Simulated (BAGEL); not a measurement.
# One shape, several levels: doublet [C2H10OSi2]+

We compute a comparison of 4 runs (UHF/STO-3G, UHF/3-21G, ROHF/6-31G*, UHF/6-31G*) of doublet [C2H10OSi2]+. 

The calculation is run with BAGEL 1.2.2.

1 further run of the same task is left out (set aside as unsound or not needed).

## (1) Starting point

The species is [C2H10OSi2]+ (15 atoms), meant as a doublet with charge +1. SMILES of the parent species: `C[SiH2]O[SiH2]C`. The shape is that of a PBE0-D4/def2-TZVP optimisation. This is one conformer, not always the lowest. That shape belongs to the parent species and isn't relaxed for this state.

Bond lengths: C1–Si2 1.860 Å, Si2–O3 1.637 Å, O3–Si4 1.637 Å, Si4–C5 1.860 Å, C1–H6 1.093 Å, C1–H7 1.093 Å, C1–H8 1.094 Å, Si2–H9 1.491 Å, Si2–H10 1.486 Å, Si4–H11 1.486 Å, Si4–H12 1.491 Å, C5–H13 1.093 Å, C5–H14 1.093 Å, C5–H15 1.094 Å. Some angles: C1–Si2–O3 111.0°, Si2–O3–Si4 145.7°, O3–Si4–C5 111.0°, C1–Si2–H9 109.8°, C1–Si2–H10 110.6°, O3–Si2–H9 109.4°, O3–Si2–H10 107.4°, Si2–C1–H6 111.1°, Si2–C1–H7 110.9°, Si2–C1–H8 110.3°.

## (2) A single-point energy at UHF/STO-3G (density fitting with cc-pvqz-jkfit) (run 1)

input.json reads:

```json
{ "bagel" : [

{
  "title" : "molecule",
  "basis" : "sto-3g",
  "df_basis" : "cc-pvqz-jkfit",
  "angstrom" : "true",
  "geometry" : [
    { "atom" : "C", "xyz" : [   -2.625720,    0.310300,   -0.248710 ] },
    { "atom" : "Si", "xyz" : [   -1.173950,   -0.669330,   -0.875010 ] },
    { "atom" : "O", "xyz" : [    0.204290,    0.210220,   -0.800740 ] },
    { "atom" : "Si", "xyz" : [    1.347440,    0.853310,    0.178220 ] },
    { "atom" : "C", "xyz" : [    2.479970,   -0.466230,    0.838180 ] },
    { "atom" : "H", "xyz" : [   -2.484490,    0.598240,    0.795950 ] },
    { "atom" : "H", "xyz" : [   -2.766780,    1.219460,   -0.837920 ] },
    { "atom" : "H", "xyz" : [   -3.541630,   -0.283550,   -0.315050 ] },
    { "atom" : "H", "xyz" : [   -1.013500,   -1.909330,   -0.062520 ] },
    { "atom" : "H", "xyz" : [   -1.378520,   -1.057260,   -2.294720 ] },
    { "atom" : "H", "xyz" : [    2.111540,    1.845700,   -0.621250 ] },
    { "atom" : "H", "xyz" : [    0.686300,    1.563810,    1.310310 ] },
    { "atom" : "H", "xyz" : [    1.926560,   -1.199290,    1.430200 ] },
    { "atom" : "H", "xyz" : [    2.981860,   -0.993370,    0.023410 ] },
    { "atom" : "H", "xyz" : [    3.246620,   -0.022690,    1.479650 ] }
  ]
},
{ "title" : "uhf", "charge" : 1, "nopen" : 1 },
{ "title" : "print", "file" : "orbitals.molden", "orbitals" : "true" }

]}
```

The run is started by

```bash
$ BAGEL_NUM_THREADS=1 BAGEL input.json > input.out
```

The log of the run:

```text
* using 1 threads per process

  ===============================================================
  ===============================================================

  *** Geometry ***

  { "atom" : "C", "xyz" : [     -4.961892,      0.586382,     -0.469994 ] },
  { "atom" : "Si", "xyz" : [     -2.218444,     -1.264850,     -1.653529 ] },
  { "atom" : "O", "xyz" : [      0.386052,      0.397258,     -1.513179 ] },
  { "atom" : "Si", "xyz" : [      2.546293,      1.612522,      0.336787 ] },
  { "atom" : "C", "xyz" : [      4.686464,     -0.881047,      1.583931 ] },
  { "atom" : "H", "xyz" : [     -4.695006,      1.130510,      1.504128 ] },
  { "atom" : "H", "xyz" : [     -5.228456,      2.304445,     -1.583439 ] },
  { "atom" : "H", "xyz" : [     -6.692711,     -0.535832,     -0.595358 ] },
  { "atom" : "H", "xyz" : [     -1.915237,     -3.608111,     -0.118146 ] },
  { "atom" : "H", "xyz" : [     -2.605025,     -1.997932,     -4.336392 ] },
  { "atom" : "H", "xyz" : [      3.990232,      3.487868,     -1.173992 ] },
  { "atom" : "H", "xyz" : [      1.296919,      2.955173,      2.476127 ] },
  { "atom" : "H", "xyz" : [      3.640671,     -2.266330,      2.702686 ] },
  { "atom" : "H", "xyz" : [      5.634899,     -1.877197,      0.044238 ] },
  { "atom" : "H", "xyz" : [      6.135223,     -0.042878,      2.796133 ] },

  Number of auxiliary basis functions:     1124

  Since a DF basis is specified, we compute 2- and 3-index integrals:
    o Being stored without compression. Storage requirement is 0.017 GB

  Number of basis functions:       43
  Number of electrons      :       58

    * METHOD: MOLECULE                             1.75

  *** Open-shell HF ***

  === Nuclear Repulsion ===
   301.8672865290

      * DIIS with orbital gradients will be used.

  === UHF iteration (sto-3g) ===
      0       -725.40814133          0.01950660           0.31
      1       -725.50363536          0.01152105           0.34
      2       -725.53661406          0.00550546           0.34
      3       -725.55053201          0.00400144           0.31
      4       -725.56110950          0.00165390           0.33
      5       -725.56172773          0.00052683           0.32
      6       -725.56196256          0.00011278           0.33
      7       -725.56201612          0.00008314           0.32
      8       -725.56204017          0.00002397           0.32
      9       -725.56203944          0.00000803           0.33
     10       -725.56204071          0.00000533           0.30
     11       -725.56204117          0.00000399           0.31
     12       -725.56204126          0.00000363           0.35
     13       -725.56204127          0.00000355           0.34
     14       -725.56204133          0.00000328           0.31
     15       -725.56204141          0.00000285           0.30
     16       -725.56204151          0.00000225           0.30
     17       -725.56204160          0.00000118           0.32
     18       -725.56204162          0.00000061           0.33
     19       -725.56204163          0.00000027           0.33
     20       -725.56204163          0.00000011           0.35
     21       -725.56204163          0.00000007           0.36
     22       -725.56204163          0.00000006           0.31
     23       -725.56204163          0.00000005           0.35
     24       -725.56204163          0.00000004           0.34
     25       -725.56204163          0.00000004           0.32
     26       -725.56204163          0.00000004           0.31
     27       -725.56204163          0.00000003           0.31
     28       -725.56204163          0.00000001           0.31
     29       -725.56204163          0.00000001           0.31
    * SCF iteration converged.

    * S^2 (UHF) is 0.7577

    * Permanent dipole moment:
           (   -0.030436,    -0.027788,     0.114579) a.u.

    * METHOD: UHF                                 10.05

    * METHOD: PRINT                                0.01

  ===============================================================
```

Run time: 12 s. Hardware: 1 thread of Arm Neoverse V1, shared host; peak memory 0.14 GiB.

## (3) A single-point energy at UHF/3-21G (density fitting with cc-pvqz-jkfit) (run 2)

job.json reads:

```json
{ "bagel" : [

{
  "title" : "molecule",
  "basis" : "3-21g",
  "df_basis" : "cc-pvqz-jkfit",
  "angstrom" : true,
  "geometry" : [
    { "atom" : "C", "xyz" : [   -2.625720,    0.310300,   -0.248710 ] },
    { "atom" : "Si", "xyz" : [   -1.173950,   -0.669330,   -0.875010 ] },
    { "atom" : "O", "xyz" : [    0.204290,    0.210220,   -0.800740 ] },
    { "atom" : "Si", "xyz" : [    1.347440,    0.853310,    0.178220 ] },
    { "atom" : "C", "xyz" : [    2.479970,   -0.466230,    0.838180 ] },
    { "atom" : "H", "xyz" : [   -2.484490,    0.598240,    0.795950 ] },
    { "atom" : "H", "xyz" : [   -2.766780,    1.219460,   -0.837920 ] },
    { "atom" : "H", "xyz" : [   -3.541630,   -0.283550,   -0.315050 ] },
    { "atom" : "H", "xyz" : [   -1.013500,   -1.909330,   -0.062520 ] },
    { "atom" : "H", "xyz" : [   -1.378520,   -1.057260,   -2.294720 ] },
    { "atom" : "H", "xyz" : [    2.111540,    1.845700,   -0.621250 ] },
    { "atom" : "H", "xyz" : [    0.686300,    1.563810,    1.310310 ] },
    { "atom" : "H", "xyz" : [    1.926560,   -1.199290,    1.430200 ] },
    { "atom" : "H", "xyz" : [    2.981860,   -0.993370,    0.023410 ] },
    { "atom" : "H", "xyz" : [    3.246620,   -0.022690,    1.479650 ] }
  ]
},
{ "title" : "uhf", "charge" : 1, "nopen" : 1 },
{ "title" : "print", "file" : "orbitals.molden", "orbitals" : true }

]}
```

The run is started by

```bash
$ BAGEL_NUM_THREADS=1 BAGEL job.json > job.out
```

The log of the run:

```text
* using 1 threads per process

  ===============================================================
  ===============================================================

  *** Geometry ***

  { "atom" : "C", "xyz" : [     -4.961892,      0.586382,     -0.469994 ] },
  { "atom" : "Si", "xyz" : [     -2.218444,     -1.264850,     -1.653529 ] },
  { "atom" : "O", "xyz" : [      0.386052,      0.397258,     -1.513179 ] },
  { "atom" : "Si", "xyz" : [      2.546293,      1.612522,      0.336787 ] },
  { "atom" : "C", "xyz" : [      4.686464,     -0.881047,      1.583931 ] },
  { "atom" : "H", "xyz" : [     -4.695006,      1.130510,      1.504128 ] },
  { "atom" : "H", "xyz" : [     -5.228456,      2.304445,     -1.583439 ] },
  { "atom" : "H", "xyz" : [     -6.692711,     -0.535832,     -0.595358 ] },
  { "atom" : "H", "xyz" : [     -1.915237,     -3.608111,     -0.118146 ] },
  { "atom" : "H", "xyz" : [     -2.605025,     -1.997932,     -4.336392 ] },
  { "atom" : "H", "xyz" : [      3.990232,      3.487868,     -1.173992 ] },
  { "atom" : "H", "xyz" : [      1.296919,      2.955173,      2.476127 ] },
  { "atom" : "H", "xyz" : [      3.640671,     -2.266330,      2.702686 ] },
  { "atom" : "H", "xyz" : [      5.634899,     -1.877197,      0.044238 ] },
  { "atom" : "H", "xyz" : [      6.135223,     -0.042878,      2.796133 ] },

  Number of auxiliary basis functions:     1124

  Since a DF basis is specified, we compute 2- and 3-index integrals:
    o Being stored without compression. Storage requirement is 0.048 GB

  Number of basis functions:       73
  Number of electrons      :       58

    * METHOD: MOLECULE                             1.77

  *** Open-shell HF ***

  === Nuclear Repulsion ===
   301.8672865290

      * DIIS with orbital gradients will be used.

  === UHF iteration (3-21g) ===
      0       -729.90384139          0.03575811           0.61
      1       -730.02421019          0.02369803           0.57
      2       -730.05516287          0.01657913           0.56
      3       -730.08542441          0.00306760           0.56
      4       -730.09109992          0.00263513           0.55
      5       -730.09757865          0.00236386           0.56
      6       -730.10639154          0.00369887           0.56
      7       -730.10803865          0.00117190           0.55
      8       -730.10922799          0.00019853           0.54
      9       -730.10934354          0.00017640           0.54
[... 23 lines of this table left out ...]
     33       -730.10940663          0.00000004           0.61
     34       -730.10940663          0.00000003           0.57
     35       -730.10940663          0.00000002           0.57
     36       -730.10940663          0.00000001           0.56
    * SCF iteration converged.

    * S^2 (UHF) is 0.7658

    * Permanent dipole moment:
           (   -0.038131,    -0.049083,     0.171186) a.u.

    * METHOD: UHF                                 21.57

    * METHOD: PRINT                                0.01

  ===============================================================
```

Wall time 24 s (1 thread of Arm Neoverse V1, shared host); peak memory 0.23 GiB.

Run 3 isn't shown in full; the table further down has it.

## (4) A single-point energy at UHF/6-31G(d) (density fitting with cc-pvqz-jkfit, spherical functions) (run 4)

hf.json reads:

```json
{ "bagel": [

{
  "title": "molecule",
  "basis": "6-31gs.json",
  "df_basis": "cc-pvqz-jkfit",
  "angstrom": "true",
  "geometry": [
    { "atom": "C", "xyz": [      -2.625720,       0.310300,      -0.248710 ] },
    { "atom": "Si", "xyz": [      -1.173950,      -0.669330,      -0.875010 ] },
    { "atom": "O", "xyz": [       0.204290,       0.210220,      -0.800740 ] },
    { "atom": "Si", "xyz": [       1.347440,       0.853310,       0.178220 ] },
    { "atom": "C", "xyz": [       2.479970,      -0.466230,       0.838180 ] },
    { "atom": "H", "xyz": [      -2.484490,       0.598240,       0.795950 ] },
    { "atom": "H", "xyz": [      -2.766780,       1.219460,      -0.837920 ] },
    { "atom": "H", "xyz": [      -3.541630,      -0.283550,      -0.315050 ] },
    { "atom": "H", "xyz": [      -1.013500,      -1.909330,      -0.062520 ] },
    { "atom": "H", "xyz": [      -1.378520,      -1.057260,      -2.294720 ] },
    { "atom": "H", "xyz": [       2.111540,       1.845700,      -0.621250 ] },
    { "atom": "H", "xyz": [       0.686300,       1.563810,       1.310310 ] },
    { "atom": "H", "xyz": [       1.926560,      -1.199290,       1.430200 ] },
    { "atom": "H", "xyz": [       2.981860,      -0.993370,       0.023410 ] },
    { "atom": "H", "xyz": [       3.246620,      -0.022690,       1.479650 ] }
  ]
},

{ "title": "uhf", "charge": 1, "nopen": 1 },

{ "title": "print", "file": "orbitals.molden", "orbitals": "true" }

]}
```

The basis set 6-31G* is read from a file made from the Basis Set Exchange's data (not shown).

The run is started by

```bash
$ BAGEL_NUM_THREADS=1 BAGEL hf.json > hf.out
```

The log of the run:

```text
* using 1 threads per process

  ===============================================================
  ===============================================================

  *** Geometry ***

  { "atom" : "C", "xyz" : [     -4.961892,      0.586382,     -0.469994 ] },
  { "atom" : "Si", "xyz" : [     -2.218444,     -1.264850,     -1.653529 ] },
  { "atom" : "O", "xyz" : [      0.386052,      0.397258,     -1.513179 ] },
  { "atom" : "Si", "xyz" : [      2.546293,      1.612522,      0.336787 ] },
  { "atom" : "C", "xyz" : [      4.686464,     -0.881047,      1.583931 ] },
  { "atom" : "H", "xyz" : [     -4.695006,      1.130510,      1.504128 ] },
  { "atom" : "H", "xyz" : [     -5.228456,      2.304445,     -1.583439 ] },
  { "atom" : "H", "xyz" : [     -6.692711,     -0.535832,     -0.595358 ] },
  { "atom" : "H", "xyz" : [     -1.915237,     -3.608111,     -0.118146 ] },
  { "atom" : "H", "xyz" : [     -2.605025,     -1.997932,     -4.336392 ] },
  { "atom" : "H", "xyz" : [      3.990232,      3.487868,     -1.173992 ] },
  { "atom" : "H", "xyz" : [      1.296919,      2.955173,      2.476127 ] },
  { "atom" : "H", "xyz" : [      3.640671,     -2.266330,      2.702686 ] },
  { "atom" : "H", "xyz" : [      5.634899,     -1.877197,      0.044238 ] },
  { "atom" : "H", "xyz" : [      6.135223,     -0.042878,      2.796133 ] },

  Number of auxiliary basis functions:     1124

  Since a DF basis is specified, we compute 2- and 3-index integrals:
    o Being stored without compression. Storage requirement is 0.086 GB

  Number of basis functions:       98
  Number of electrons      :       58

    * METHOD: MOLECULE                             1.98

  *** Open-shell HF ***

  === Nuclear Repulsion ===
   301.8672865290

      * DIIS with orbital gradients will be used.

  === UHF iteration (6-31gs.json) ===
      0       -733.69330932          0.03315759           0.83
      1       -733.85036732          0.02379844           0.78
      2       -733.89434146          0.01734467           0.77
      3       -733.94954984          0.00205641           0.79
      4       -733.95348667          0.00150674           0.78
      5       -733.95665986          0.00146550           0.77
      6       -733.96241488          0.00134236           0.77
      7       -733.97073555          0.00124101           0.78
      8       -733.96920636          0.00116934           0.81
      9       -733.97188897          0.00011758           0.78
     10       -733.97192946          0.00010287           0.78
     11       -733.97195904          0.00005694           0.85
     12       -733.97196847          0.00001633           0.82
     13       -733.97196985          0.00001478           0.80
     14       -733.97197085          0.00001303           0.86
     15       -733.97197098          0.00001310           0.80
     16       -733.97196953          0.00001185           0.77
     17       -733.97196613          0.00000816           0.79
     18       -733.97196402          0.00000394           0.78
     19       -733.97196401          0.00000274           0.78
     20       -733.97196406          0.00000193           0.75
     21       -733.97196408          0.00000106           0.73
     22       -733.97196408          0.00000048           0.79
     23       -733.97196409          0.00000032           0.79
     24       -733.97196409          0.00000026           0.78
     25       -733.97196409          0.00000020           0.80
     26       -733.97196409          0.00000016           0.77
     27       -733.97196409          0.00000012           0.79
     28       -733.97196409          0.00000007           0.84
     29       -733.97196409          0.00000004           0.82
     30       -733.97196409          0.00000004           0.78
     31       -733.97196409          0.00000003           0.78
     32       -733.97196409          0.00000002           0.77
     33       -733.97196409          0.00000001           0.78
    * SCF iteration converged.

    * S^2 (UHF) is 0.7688

    * Permanent dipole moment:
           (   -0.042976,    -0.051932,     0.185121) a.u.

    * METHOD: UHF                                 27.63

    * METHOD: PRINT                                0.02

  ===============================================================
```

Wall time 30 s (1 thread of Arm Neoverse V1, shared host); peak memory 0.31 GiB.

## (5) Overview of the runs

| run | level | energy (Eh) | ⟨S²⟩ | wall time |
| --- | --- | --- | --- | --- |
| 1 | UHF/STO-3G (density fitting with cc-pvqz-jkfit) | -725.562042 | 0.758 | 12 s |
| 2 | UHF/3-21G (density fitting with cc-pvqz-jkfit) | -730.109407 | 0.766 | 24 s |
| 3 | ROHF/6-31G* (density fitting with cc-pvqz-jkfit, spherical functions) | -733.965659 | 0.750 | 40 s |
| 4 | UHF/6-31G* (density fitting with cc-pvqz-jkfit, spherical functions) | -733.971964 | 0.769 | 30 s |

## (6) Outcome

| quantity | value |
| --- | --- |
| run 4: total energy | -733.97196 Eh |
| run 4: ⟨S²⟩ | 0.769 |

In run 1 the basis is minimal, so the values are rough. All runs together took 1.8 min, the longest 40 s.
